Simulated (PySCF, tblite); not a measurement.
**C6H10P2Si: geometry, infrared bands and NMR shifts**

What infrared bands and NMR shifts should C6H10P2Si (`CCc1pccc([SiH3])p1`) show?

The runs use tblite 0.8.0 and PySCF 2.14.0, with density-fitted response routines of our own; the level of theory stands in each step. All values are computed, except where a source is named. Atoms are numbered from 0 throughout.

**1. The molecule as given**

19 atoms, charge 0, multiplicity 1; geometry from: force field or distance geometry start.

Bonds of the start (Å): C0–C1 1.50, C1–C2 1.48, C2–P3 1.74, P3–C4 1.72, C4–C5 1.36, C5–C6 1.37, C6–Si7 1.86, C6–P8 1.75, P8–C2 1.75, C0–H9 1.13, C0–H10 1.09, C0–H11 1.12, C1–H12 1.12, C1–H13 1.11, C4–H14 1.10, C5–H15 1.10, Si7–H16 1.48, Si7–H17 1.48, Si7–H18 1.44.

**2. Optimising the geometry with GFN2-xTB**

The job: settings as JSON, then the geometry in Å.

```
{"job": {"kind": "relax", "xc": "GFN2-xTB", "basis": "xTB"}, "charge": 0, "multiplicity": 1}
C     -3.309700     0.017500    -0.719400
C     -2.506900    -0.645800     0.358900
C     -1.120900    -0.145800     0.498400
P     -0.626000     1.186400     1.505900
C      1.058000     1.551400     1.462900
C      2.007000     0.931300     0.704900
C      1.801400    -0.114900    -0.149300
Si     3.285500    -0.782400    -1.048900
P      0.220900    -0.824000    -0.389700
H     -4.030600     0.780900    -0.299100
H     -2.719600     0.380400    -1.558000
H     -3.980200    -0.789200    -1.121900
H     -2.525000    -1.766200     0.281400
H     -3.031200    -0.437500     1.315200
H      1.355600     2.394600     2.104300
H      3.035600     1.314000     0.815100
H      2.923100    -1.995700    -1.816200
H      4.259300    -1.240900    -0.032000
H      3.894000     0.195200    -1.919800
```

The run is started by

```sh
$ OMP_NUM_THREADS=1 python probes_run.py task.json out
```

This one command runs all jobs of the session in turn.

**Question.** This job is followed by: GFN2-xTB harmonic vibrations, gas phase; GIAO PBE0/pcSseg-1 NMR shielding, non-relativistic, gas phase. Predict these results of the whole session: strongest single infrared mode (GFN2-xTB); zero-point energy (GFN2-xTB); ¹³C shifts against TMS (PBE0/pcSseg-1); ¹H shifts against TMS (PBE0/pcSseg-1, means over atoms taken as alike); ³¹P shifts against H3PO4 (PBE0/pcSseg-1); ²⁹Si shifts against TMS (PBE0/pcSseg-1).

The runs gave:

| quantity | value |
| --- | --- |
| strongest single infrared mode (GFN2-xTB) | 792 cm⁻¹, 459 km/mol |
| zero-point energy (GFN2-xTB) | 84.8 kcal/mol |
| ¹³C shifts against TMS (PBE0/pcSseg-1) | 229.5, 169.2, 160.4, 141.8, 41.0, 31.2 ppm |
| ¹H shifts against TMS (PBE0/pcSseg-1, means over atoms taken as alike) | 9.33, 8.64, 4.82, 3.55, 1.39 ppm |
| ³¹P shifts against H3PO4 (PBE0/pcSseg-1) | 283.9, 258.4 ppm |
| ²⁹Si shifts against TMS (PBE0/pcSseg-1) | -65.3 ppm |

Relaxing lowered the energy by 0.932 eV in 73 steps; the close pair that moved most is C0–H9, from 1.131 to 1.089 Å. No mode is imaginary among the 51: a minimum at this level. The strongest single mode, at 792 cm⁻¹, moves mainly H18 and H17. GFN2-xTB is a fitted tight-binding method: band positions and strengths are rough. Its intensities can rank the bands wrongly. At PBE0/pcSseg-1: The widest tensor belongs to P3: span 762 ppm, with a paramagnetic part of -910 ppm. NICS(1)zz of -24 ppm above the planar ring from C2 marks a diatropic (aromatic) ring current.
